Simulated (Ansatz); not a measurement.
**AlBrFHO: one species, many methods**

Aim: compute AlBrFHO with functionals from several rungs and with coupled cluster. The yardstick is the atomisation energy at the CCSD(T) limit.

Program: Ansatz 0.2.0, Gaussian basis. Level of theory: functionals in def2-TZVPP, the program's frozen cores in correlated methods. These are calculated values, not measurements.

Levels to be run: LDA (SPW92), PBE-D4, revPBE-D4, BLYP-D4, r2SCAN-D4, B97M-V, PBE0-D4, B3LYP-D4, r2SCANh-D4, r2SCAN0-D4, HSE06-D4, BHLYP-D4, CAM-B3LYP-D4, LC-ωPBE, ωB97X-V, ωB97M-V, B2PLYP, PBE-QIDH; CCSD(T)/def2-SVP; CCSD(T)/def2-TZVPP; CCSD(T)/def2-QZVPP; extrapolation to the limit; RPA on PBE.

### Step 1. Structure used throughout

All runs share one geometry, relaxed beforehand with PBE0-D4 in a triple-zeta def2 set.

SMILES `[OH][Al]([F])[Br]`, 5 atoms, charge 0, spin multiplicity 1.

Atoms are counted from 1 here; the program's logs count them from 0.

Bond lengths: O1–Al2 1.676 Å, O1–H5 0.956 Å, Al2–F3 1.635 Å, Al2–Br4 2.233 Å. Angles: Al2–O1–H5 123.3°, O1–Al2–F3 118.3°, O1–Al2–Br4 122.9°, F3–Al2–Br4 118.9°.

### Step 2. LDA

This LDA is Slater exchange with PW92 correlation.

in.yaml

```yaml
crystal:
  periodic: [false, false, false]
  atoms:
    - {symbol: O, position_ang: [0.718757, 1.066090, 0.264369]}
    - {symbol: Al, position_ang: [0.094680, -0.425883, -0.175342]}
    - {symbol: F, position_ang: [1.121104, -1.548272, -0.773976]}
    - {symbol: Br, position_ang: [-2.069359, -0.939604, 0.022153]}
    - {symbol: H, position_ang: [0.184720, 1.773870, 0.621396]}
basis:
  gaussian: {orbitals: def2-TZVPP}
hamiltonian: {xc: lda}
output: {orbitals: {seedname: orbitals}}
```

On the command line:

```
$ ansatz run in.yaml --threads 2 --pin off --events-out ev --progress --plain --max-ram 22528MiB --backend cpu
```

After this run come: PBE-D4 (GGA); revPBE-D4 (GGA); BLYP-D4 (GGA); r2SCAN-D4 (meta-GGA); B97M-V (meta-GGA); B3LYP-D4 (hybrid); r2SCANh-D4 (hybrid); r2SCAN0-D4 (hybrid); HSE06-D4 (hybrid); BHLYP-D4 (hybrid); CAM-B3LYP-D4 (range-separated); LC-ωPBE (range-separated); ωB97X-V (range-separated); ωB97M-V (range-separated); B2PLYP (double hybrid); PBE-QIDH (double hybrid); CCSD(T) in def2-SVP; CCSD(T) in def2-TZVPP; CCSD(T) in def2-QZVPP; RPA on PBE orbitals.

Q: Predict the results of all the runs planned. Wanted: atomisation energy, CCSD(T)/CBS; farthest beyond LDA; mean size of error, GGA; mean size of error, meta-GGA; mean size of error, hybrid; mean size of error, range-separated; mean size of error, double hybrid; gap, smallest and largest; T1 diagnostic.

As calculated:

| quantity | value |
| --- | --- |
| atomisation energy, CCSD(T)/CBS | 1924.3 kJ/mol |
| functionals within 19.2 kJ/mol (1.0 %) | PBE-D4, r2SCAN-D4 |
| farthest beyond LDA | BHLYP-D4 (-125.2 kJ/mol) |
| mean size of error, GGA | 44.3 kJ/mol |
| mean size of error, meta-GGA | 22.1 kJ/mol |
| mean size of error, hybrid | 67.8 kJ/mol |
| mean size of error, range-separated | 34.6 kJ/mol |
| mean size of error, double hybrid | 48.9 kJ/mol |
| gap, smallest and largest | 5.48 eV (BLYP-D4), 12.78 eV (LC-ωPBE) |
| T1 diagnostic | 0.0100 |
| triples share of the correlation energy | 3.1 % |

In words: The LDA atomisation energy is off by 237.7 kJ/mol (12 %): it overbinds. PBE-D4 misses by -11.9 kJ/mol. Double hybrids carry the basis error of their MP2 part in triple zeta, and no dispersion term here, so their miss is partly the set-up's. By mean error the best rung here is meta-GGA (22.1 kJ/mol) and the worst beyond LDA is hybrid (67.8 kJ/mol). The mean of the hybrids holds BHLYP, with half exact exchange. The reference freezes the cores and leaves out relativity and excitations past (T), and its outer-core shells are covered unevenly, so misses under about 19.2 kJ/mol can't be ranked. All levels share the lack of spin-orbit coupling, which lowers the free heavy atoms and so the true binding. Hartree-Fock recovers 72 % of the binding; the rest is correlation. CCSD(T) in def2-SVP is off by -165.1 kJ/mol, more than most functionals: a good method in a small basis is no reference. The gap grows from 5.5 to 12.8 eV across the functionals, mostly with the share of exact exchange. Correlated methods include outer-core shells of Br, which these sets cover unevenly.
